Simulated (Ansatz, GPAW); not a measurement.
## A script for KZnF$_{3}$ (GLLB-SC)

These are simulated results from GPAW 26.7.0, not measurements. The cell began as a measured structure and was relaxed with r2SCAN in plane waves (Ansatz 0.2.0). All runs are without spin polarisation.

The symmetry is Pm-3m (No. 221, cubic); conventional cell a = 4.046 Å, 13.25 Å³ an atom. K is surrounded by 12 F at 2.86 Å; Zn is surrounded by 6 F at 2.02 Å; F is surrounded by 2 Zn at 2.02 Å and 4 K at 2.86 Å.

GLLB-SC is a model potential. Its fundamental gap is the Kohn-Sham gap plus a derivative discontinuity, which the script evaluates at the band edges among the listed k points. Its total energy isn't variational and serves nothing here.

run.py reads:

```python
import json
from ase import Atoms
from gpaw import GPAW, PW, FermiDirac

atoms = Atoms(['K', 'Zn', 'F', 'F', 'F'],
              cell=[[4.0461681, 0.0, 0.0], [0.0, 4.0461681, 0.0], [0.0, 0.0, 4.0461681]],
              scaled_positions=[[0.0, 0.0, 0.0], [0.5, 0.5, 0.5], [0.5, 0.5, 0.0], [0.0, 0.5, 0.5], [0.5, 0.0, 0.5]],
              pbc=True)
calc = GPAW(mode=PW(400), xc='GLLBSC', kpts={'size': (4, 4, 4), 'gamma': True},
            occupations=FermiDirac(0.02), maxiter=100, legacy_gpaw=True, txt='gpaw.txt')
atoms.calc = calc
res = {'energy': atoms.get_potential_energy(force_consistent=True)}
res['electrons'] = calc.get_number_of_electrons()
res['k'] = calc.get_ibz_k_points().tolist()
res['levels'] = [calc.get_eigenvalues(kpt=i).tolist() for i in range(len(res['k']))]
points = [[0.0, 0.0, 0.0], [0.0, 0.5, 0.0], [0.5, 0.5, 0.0], [0.5, 0.5, 0.5]]
bands = calc.fixed_density(kpts=points, symmetry='off', nbands=round(res['electrons']) // 2 + 6, convergence={'bands': -2}, txt='bands.txt')
res['points'] = [bands.get_eigenvalues(kpt=i).tolist() for i in range(len(points))]
homo, lumo = bands.get_homo_lumo()
potential = calc.hamiltonian.xc.response.calculate_discontinuity_potential(homo, lumo)
res['discontinuity'] = bands.hamiltonian.xc.response.calculate_discontinuity(potential)
json.dump(res, open('results.json', 'w'))
print('free energy (eV):', round(res['energy'], 5))
```

Command: `python run.py`. It took 11 s on 1 thread of Arm Neoverse V2, on a shared host, peak memory 0.17 GiB.

The log gpaw.txt, trimmed of paths, versions and times, then the last line on the terminal. An iter line gives the energy in eV and the logarithms of the changes of orbitals (plane waves alone) and density (c: converged):

```
___ ___ ___ _ _ _
 |   |   |_  | | | |

 | | | | | . | | | |

 |__ |  _|___|_____|  26.7.0
 |___|_|

Input parameters:
  kpts: {gamma: True,
         size: (4, 4, 4)}
  maxiter: 100
  mode: {ecut: 400.0,
         name: pw}
  occupations: {fixmagmom: False,
                name: fermi-dirac,
                width: 0.02}
  xc: GLLBSC

System changes: positions, numbers, cell, pbc, initial_charges, initial_magmoms

Initialize ...

species:
  K:
    name:    Potassium
    Z:       19.0
    valence: 9
    core:    10
    charge:  0.0  # [|e|]
    compensation charges:
      type: gauss
      rc: 0.35  # [Å]
      lmax: 2
    cutoffs:
      filter: 1.91  # [Å]
      core: 1.27  # [Å]
    projectors
    | kind |    occ | energy [eV] | rcut [Å] |

    |------|--------|-------------|----------|

    |   3s |  2.000 |     -35.517 |    1.122 |

    |   4s |  1.000 |      -3.176 |    1.122 |

    |   3p |  6.000 |     -18.819 |    1.106 |

    |    p |        |       8.392 |    1.106 |

    |    d |        |       0.000 |    0.937 |

    Using partial waves for K as LCAO basis

  Zn:
    name:    Zinc
    Z:       30.0
    valence: 12
    core:    18
    charge:  0.0  # [|e|]
    compensation charges:
      type: gauss
      rc: 0.37  # [Å]
      lmax: 2
    cutoffs:
      filter: 2.14  # [Å]
      core: 2.23  # [Å]
    projectors
    | kind |    occ | energy [eV] | rcut [Å] |

    |------|--------|-------------|----------|

    |   4s |  2.000 |      -8.797 |    1.286 |

    |   4p |  0.000 |      -3.452 |    1.270 |

    |   3d | 10.000 |     -13.837 |    1.180 |

    |    s |        |      18.415 |    1.286 |

    |    p |        |      23.759 |    1.270 |

    |    d |        |      13.374 |    1.180 |

    Using partial waves for Zn as LCAO basis

  F:
    name:    Fluorine
    Z:       9.0
    valence: 7
    core:    2
    charge:  0.0  # [|e|]
    compensation charges:
      type: gauss
      rc: 0.20  # [Å]
      lmax: 2
    cutoffs:
      filter: 1.14  # [Å]
      core: 0.74  # [Å]
    projectors
    | kind |    occ | energy [eV] | rcut [Å] |

    |------|--------|-------------|----------|

    |   2s |  2.000 |     -36.122 |    0.635 |

    |   2p |  5.000 |     -16.598 |    0.635 |

    |    s |        |      -8.911 |    0.635 |

    |    p |        |      10.613 |    0.635 |

    |    d |        |       0.000 |    0.635 |

    Using partial waves for F as LCAO basis

Reference energy: -73298.761443  # eV

Spin-paired calculation

Convergence criteria:
 Maximum [total energy] change in last 3 cyles: 0.0005 eV / valence electron
 Maximum integral of absolute [dens]ity change: 0.0001 electrons / valence electron
 Maximum integral of absolute [eigenst]ate change: 4e-08 eV^2 / valence electron
 Maximum number of scf [iter]ations: 100
 (Square brackets indicate name in SCF output, whereas a 'c' in
 the SCF output indicates the quantity has converged.)

Symmetries present (total): 48

  ( 1  0  0)  ( 1  0  0)  ( 1  0  0)  ( 1  0  0)  ( 1  0  0)  ( 1  0  0)
  ( 0  1  0)  ( 0  1  0)  ( 0  0  1)  ( 0  0  1)  ( 0  0 -1)  ( 0  0 -1)
  ( 0  0  1)  ( 0  0 -1)  ( 0  1  0)  ( 0 -1  0)  ( 0  1  0)  ( 0 -1  0)

  ( 1  0  0)  ( 1  0  0)  ( 0  1  0)  ( 0  1  0)  ( 0  1  0)  ( 0  1  0)
[... 21 lines left out ...]
  ( 1  0  0)  (-1  0  0)  ( 0  0  1)  ( 0  0 -1)  ( 0  0  1)  ( 0  0 -1)

  (-1  0  0)  (-1  0  0)  (-1  0  0)  (-1  0  0)  (-1  0  0)  (-1  0  0)
  ( 0  0  1)  ( 0  0  1)  ( 0  0 -1)  ( 0  0 -1)  ( 0 -1  0)  ( 0 -1  0)
  ( 0  1  0)  ( 0 -1  0)  ( 0  1  0)  ( 0 -1  0)  ( 0  0  1)  ( 0  0 -1)

64 k-points: 4 x 4 x 4 Monkhorst-Pack grid + [1/8,1/8,1/8]
10 k-points in the irreducible part of the Brillouin zone
       k-points in crystal coordinates                weights
   0:     0.00000000    0.00000000    0.00000000          1/64
   1:     0.25000000    0.00000000    0.00000000          6/64
   2:     0.25000000    0.25000000    0.00000000         12/64
   3:     0.25000000    0.25000000    0.25000000          8/64
   4:     0.50000000    0.00000000    0.00000000          3/64
   5:     0.50000000    0.25000000    0.00000000         12/64
   6:     0.50000000    0.25000000    0.25000000         12/64
   7:     0.50000000    0.50000000    0.00000000          3/64
   8:     0.50000000    0.50000000    0.25000000          6/64
   9:     0.50000000    0.50000000    0.50000000          1/64

Wave functions: Plane wave expansion
  Cutoff energy: 400.000 eV
  Number of coefficients (min, max): 1193, 1228
  Pulay-stress correction: 0.000000 eV/Ang^3 (de/decut=0.000000)
  Using FFTW library
  ScaLapack parameters: grid=1x1, blocksize=None
  Wavefunction extrapolation:
    Improved wavefunction reuse through dual PAW basis

Occupation numbers: Fermi-Dirac:
  width: 0.0200  # eV

Eigensolver
   Davidson(niter=2)

Densities:
  Coarse grid: 20*20*20 grid
  Fine grid: 40*40*40 grid
  Total Charge: 0.000000

Density mixing:
  Method: separate
  Backend: msr1
  Linear mixing parameter: 0.05
  old densities: 10
  Width of damping distribution: 1.1
  Damping of long wavelength oscillations: 20

Hamiltonian:
  XC and Coulomb potentials evaluated on a 40*40*40 grid
  Using the GLLBSC Exchange-Correlation functional
  External potential:
    NoExternalPotential

XC parameters: GLLBSC functional being used consists of
  -----------------------------------------------------------------------
  | Weight | Module     | Description                                   |

  -----------------------------------------------------------------------
  |  1.000 | SCREENING  | GGA_X_PBE_SOL with 2 nearest neighbor stencil |

  |  1.000 | RESPONSE   | eps=0.0500 eV                                 |

  |  1.000 | XC         | GGA_C_PBE_SOL with 2 nearest neighbor stencil |

  -----------------------------------------------------------------------

Memory estimate:
  Process memory now: 113.48 MiB
  Calculator: 14.45 MiB
    Density: 4.73 MiB
      Arrays: 1.59 MiB
      Localized functions: 1.92 MiB
      Mixer: 1.22 MiB
    Hamiltonian: 1.09 MiB
      Arrays: 1.04 MiB
      XC: 0.00 MiB
      Poisson: 0.00 MiB
      vbar: 0.05 MiB
    Wavefunctions: 8.63 MiB
      Arrays psit_nG: 4.87 MiB
      Eigensolver: 0.68 MiB
      Projections: 0.28 MiB
      Projectors: 2.30 MiB
      PW-descriptor: 0.49 MiB

Total number of cores used: 1

Number of atoms: 5
Number of atomic orbitals: 26
Number of bands in calculation: 26
Number of valence electrons: 42
Bands to converge: occupied

... initialized

Initializing position-dependent things.

Density initialized from atomic densities
Creating initial wave functions:
  26 bands from LCAO basis set

   .---------.
  /|         |

 * |         |

 |F|   Zn    |

 | |  F      |

 | .---------.
 |/    F    /
 K---------*
Positions:
   0 K      0.000000    0.000000    0.000000    ( 0.0000,  0.0000,  0.0000)
   1 Zn     2.023084    2.023084    2.023084    ( 0.0000,  0.0000,  0.0000)
   2 F      2.023084    2.023084    0.000000    ( 0.0000,  0.0000,  0.0000)
   3 F      0.000000    2.023084    2.023084    ( 0.0000,  0.0000,  0.0000)
   4 F      2.023084    0.000000    2.023084    ( 0.0000,  0.0000,  0.0000)

Unit cell:
           periodic     x           y           z      points  spacing
  1. axis:    yes    4.046168    0.000000    0.000000    20     0.2023
  2. axis:    yes    0.000000    4.046168    0.000000    20     0.2023
  3. axis:    yes    0.000000    0.000000    4.046168    20     0.2023

  Lengths:   4.046168   4.046168   4.046168
  Angles:   90.000000  90.000000  90.000000

Effective grid spacing dv^(1/3) = 0.2023

iter:   1   -23.292584
iter:   2   -20.819515   -0.89  -1.21
iter:   3   -18.355528   -0.89  -1.24
iter:   4   -16.233264   -1.23  -1.51
iter:   5   -17.433075   -1.47  -1.52
iter:   6   -16.230752   -2.16  -1.82
iter:   7   -16.427323   -2.35  -1.94
iter:   8   -16.745569   -3.16  -2.18
iter:   9   -16.742083   -4.34  -2.92
iter:  10   -16.767421   -5.32  -3.19
iter:  11   -16.770061   -5.97  -3.99
iter:  12   -16.770825c  -6.24  -4.17c
iter:  13   -16.768777c  -6.72  -4.36c
iter:  14   -16.768709c  -7.84c -5.03c

Converged after 14 iterations.

Energy contributions relative to reference atoms: (reference = -73298.761443)

Kinetic:        +48.692781
Potential:      -36.180621
External:        +0.000000
XC:             -29.264673
Entropy (-ST):   -0.000000
Local:           -0.016196
SIC:             +0.000000
--------------------------
Free energy:    -16.768709
Extrapolated:   -16.768709

GLLBSC response reference energy: -1.71812 eV (from HOMO)

Showing only first 2 kpts
 Kpt  Band  Eigenvalues  Occupancy
  0    19     -3.40443    2.00000
  0    20     -3.40443    2.00000
  0    21      3.41517    0.00000
  0    22      9.91403    0.00000

  1    19     -3.40309    2.00000
  1    20     -3.40309    2.00000
  1    21      4.42985    0.00000
  1    22      9.42828    0.00000

Fermi level: 1.64521

Gap: 5.134 eV
Transition (v -> c):
  (s=0, k=8, n=20, [0.50, 0.50, 0.25]) -> (s=0, k=0, n=21, [0.00, 0.00, 0.00])
Direct/indirect transitions are different
Direct gap: 6.820 eV
Transition at: (s=0, k=0, n=20, [0.00, 0.00, 0.00])

free energy (eV): -16.76871
```

The gap in the log is over the mesh alone; results.json adds the listed points. GLLB-SC gives a gap of 7.05 eV (5.144 eV Kohn-Sham over the listed points plus 1.908 eV discontinuity). On the same cell, plane-wave PBE (Ansatz, 6×6×6 k points and the special points) gives a gap of 3.87 eV and r2SCAN a gap of 4.64 eV; on shared hosts these took about 2.4 and 5.7 core-seconds on the 5-atom cell, against 11 for the script. Semilocal gaps usually lie below measured ones.
